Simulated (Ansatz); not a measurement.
Run this with the Python package of Ansatz (0.2.0) and show what comes out.

`input.yaml`
```yaml
crystal:
  periodic: [false, false, false]
  atoms:
    - { symbol: O, position_ang: [-0.8568, 1.0123, -0.3674] }
    - { symbol: C, position_ang: [-0.1373, 0.1426, -0.0567] }
    - { symbol: Se, position_ang: [0.9831, -1.2198, 0.4109] }
basis:
  gaussian: { orbitals: def2-SVP }
correlation:
  method: mp2
output:
  forces: true
```

`run_deck.py`
```python
# -*- coding: utf-8 -*-
"""COSe through the session interface."""

import ansatz
import numpy as np

session = ansatz.Session.from_deck("input.yaml")
report = session.plan(threads=1).execute().report

for key in ("converged", "free_energy_ev", "reference_energy_ev", "n_frozen", "n_occupied", "n_virtual"):
    print(f"{key:22s} {report[key]}")
symbols = ["O", "C", "Se"]
parts = report["correlation"]
for name in ("random_phase", "coupled_cluster", "perturbative"):
    if name in parts:
        print(f"{name:16s} {parts[name]['energy']['hartree']:12.7f} Ha")
if "second_order" in parts:
    pair = parts["second_order"]
    print(f"MP2 same spin {pair['same_spin']['hartree']:.7f} Ha, opposite spin {pair['opposite_spin']['hartree']:.7f} Ha")

print("forces (eV/A)")
for symbol, f in zip(symbols, report["forces_ev_ang"]):
    print(f"  {symbol:2s} {f[0]:9.4f} {f[1]:9.4f} {f[2]:9.4f}")
charges = report["charge_distribution"]
dipole = np.array(charges["dipole_moment_e_ang"]) * 4.803205
print("dipole (D): {:.3f} {:.3f} {:.3f}, length {:.3f}".format(*dipole, np.linalg.norm(dipole)))
print("atom  Mulliken   Lowdin")
for symbol, m, l in zip(symbols, charges["mulliken_charges_e"], charges["lowdin_charges_e"]):
    print(f"{symbol:4s} {m:9.3f} {l:8.3f}")
```

```console
$ python run_deck.py
converged              True
free_energy_ev         -68374.74245966927
reference_energy_ev    -68360.03307663261
n_frozen               11
n_occupied             [13, 13]
n_virtual              [36, 36]
MP2 same spin -0.1612394 Ha, opposite spin -0.3793205 Ha
forces (eV/A)
  O     0.4323   -0.5109    0.2100
  C     1.7304   -2.1264    0.6777
  Se   -2.1627    2.6373   -0.8877
dipole (D): 0.075 -0.089 0.036, length 0.122
atom  Mulliken   Lowdin
O       -0.047    0.192
C        0.110   -0.219
Se      -0.063    0.028
```

What to keep in mind:
- Total energies depend on the basis set; only differences at equal settings carry meaning.
- The geometry is a force-field or estimated start, not a minimum of this method, and the basis set is short of its limit.
- The Löwdin charges here are taken after orthogonalising the functions within each atom; they differ from plain Löwdin charges, and their signs can be unphysical.
- The whole script took 1.1 s on 1 thread of Arm Neoverse V2, with other jobs on the host, peak memory 0.17 GiB.
